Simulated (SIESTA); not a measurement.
NaLa:

```
La Na
1.0
     3.60625    0.00000    0.00000
    -1.80313    3.12310    0.00000
     0.00000    0.00000    6.48378
La Na
1 1
Direct
  0.00000 0.00000 0.50000
  0.66667 0.33333 0.00000
```

The cell comes from a database or a generator and needn't be the stable form of this composition.

Base run:

- Program: SIESTA 5.4.2
- Functional: BLYP
- Potentials or basis: PseudoDojo 0.4 standard (PBE files)
- Basis: DZP (energy shift 0.003 Ry; two zetas on semicore shells)
- Grid cutoff: 800 Ry
- Energy shift: 0.003 Ry
- k mesh: 9 × 9 × 4
- Occupations: fermi-dirac, width 0.05 eV
- Spin: no spin polarisation

Its results: band gap on the k mesh none (metal or under the smearing width); pressure 1.6 GPa.

Question: The run is repeated on the same cell with these changes: functional from BLYP to LDA; potentials or basis from PseudoDojo 0.4 standard (PBE files) to PseudoDojo 0.4 standard (PBE and LDA files). What comes out?

Answer: Band gap on the k mesh none (metal or under the smearing width); pressure -1.4 GPa.

Caveats: the potentials were made for another functional, which shifts forces and pressure; the basis of atomic orbitals isn't converged, which shifts pressures, moduli and gaps.
